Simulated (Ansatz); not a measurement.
# AlCo3: a tetragonal deformation path

The task, for AlCo3: look for other minima along a tetragonal path.

Method: DFT PBEsol, scalar-relativistic, plane waves, PAW, in Ansatz 0.2.0.

2 further runs of the same task are left out: 2 set aside as unsound or not needed.

**1. Starting point**

The structure is cubic, space group Pm-3m (No. 221). The conventional cell has a = 3.529 Å, b = 3.529 Å, c = 3.529 Å, α = 90.00°, β = 90.00°, γ = 90.00°. Around Al (site symmetry m-3m) lie 12 Co at 2.50 Å. Co (site symmetry 4/mmm) is surrounded by 4 Al at 2.50 Å and 8 Co at 2.50 Å.

As a file:

```cif
data_structure
_symmetry_space_group_name_H-M 'P 1'
_symmetry_Int_Tables_number 1
_cell_length_a 3.5293
_cell_length_b 3.5293
_cell_length_c 3.5293
_cell_angle_alpha 90.000
_cell_angle_beta 90.000
_cell_angle_gamma 90.000
_cell_volume 43.96
loop_
_atom_site_label
_atom_site_type_symbol
_atom_site_fract_x
_atom_site_fract_y
_atom_site_fract_z
_atom_site_occupancy
Al1 Al 0.00000 0.00000 0.00000 1
Co1 Co 0.50000 0.50000 0.00000 1
Co2 Co 0.50000 0.00000 0.50000 1
Co3 Co 0.00000 0.50000 0.50000 1
```

It goes back to an entry of the Materials Project, which need not be the stable form.

It is the result of an earlier relaxation at this level (volume 10.99 Å³/atom; gap on the mesh: none (metal), site moments up to 1.3 μB).

**2. The reference: the undisturbed cell on the scan's mesh**

Contents of input.yaml:

```yaml
crystal:
  lattice:
    - [3.5293180045, 0.0, 0.0]
    - [0.0, 3.5293180045, 0.0]
    - [0.0, 0.0, 3.5293180045]
  atoms:
    - { symbol: Al, position: [0.0, 0.0, 0.0] }
    - { symbol: Co, position: [0.5, 0.5, 0.0], spin: 1.45 }
    - { symbol: Co, position: [0.5, 0.0, 0.5], spin: 1.45 }
    - { symbol: Co, position: [0.0, 0.5, 0.5], spin: 1.45 }
basis:
  ecutwfc: 420
kpoints:
  mp_grid: { grid: [16, 16, 16] }
hamiltonian:
  xc: pbesol
scf:
  occupations: { method: gaussian, width: 0.15 }
output:
  forces: true
  stress: true
  eigenvalues: true
  populations: true
magnetization:
  spin_polarized: true
```

Launch:

```
$ ansatz run input.yaml --threads 1 --pin off --max-ram 2560MiB --backend cpu --events-out ev --progress --plain --runs-dir out
```

**3. The scan: a tetragonal deformation path**

At fixed volume and fractional coordinates, lengths along (0.000, 0.000, 1.000) are scaled against those across it; ρ is that ratio over its starting value.

**4. At ρ = 0.707**

input.yaml: that of step 2 with these lines changed.

```diff
@@ -2,5 +2,5 @@
   lattice:
-    - [3.5293180045, 0.0, 0.0]
-    - [0.0, 3.5293180045, 0.0]
-    - [0.0, 0.0, 3.5293180045]
+    - [3.9617249484, 0.0, 0.0]
+    - [0.0, 3.9617249484, 0.0]
+    - [0.0, 0.0, 2.8009395385]
   atoms:
```

**5. ρ = 1.414**

input.yaml: that of step 4 with these lines changed.

```diff
@@ -2,5 +2,5 @@
   lattice:
-    - [3.9617249484, 0.0, 0.0]
-    - [0.0, 3.9617249484, 0.0]
-    - [0.0, 0.0, 2.8009395385]
+    - [3.1444231753, 0.0, 0.0]
+    - [0.0, 3.1444231753, 0.0]
+    - [0.0, 0.0, 4.4462143699]
   atoms:
```

**6. ρ = 0.850**

input.yaml: that of step 5 with these lines changed.

```diff
@@ -2,5 +2,5 @@
   lattice:
-    - [3.1444231753, 0.0, 0.0]
-    - [0.0, 3.1444231753, 0.0]
-    - [0.0, 0.0, 4.4462143699]
+    - [3.7257852274, 0.0, 0.0]
+    - [0.0, 3.7257852274, 0.0]
+    - [0.0, 0.0, 3.1669174433]
   atoms:
```

**7. At ρ = 1.200**

input.yaml: that of step 6 with these lines changed.

```diff
@@ -2,5 +2,5 @@
   lattice:
-    - [3.7257852274, 0.0, 0.0]
-    - [0.0, 3.7257852274, 0.0]
-    - [0.0, 0.0, 3.1669174433]
+    - [3.3212153996, 0.0, 0.0]
+    - [0.0, 3.3212153996, 0.0]
+    - [0.0, 0.0, 3.9854584795]
   atoms:
```

(Steps that only read results are left out.)

Before running it: what results should come out? Wanted: highest point.

**Answer**, as computed:

| quantity | value |
| --- | --- |
| highest point | 332.7 meV/atom at ρ = 1.414 |

What this shows: The undisturbed cell is not the lowest point: the energy is 26.4 meV/atom lower at ρ = 0.707. No further minimum shows among the sampled points.
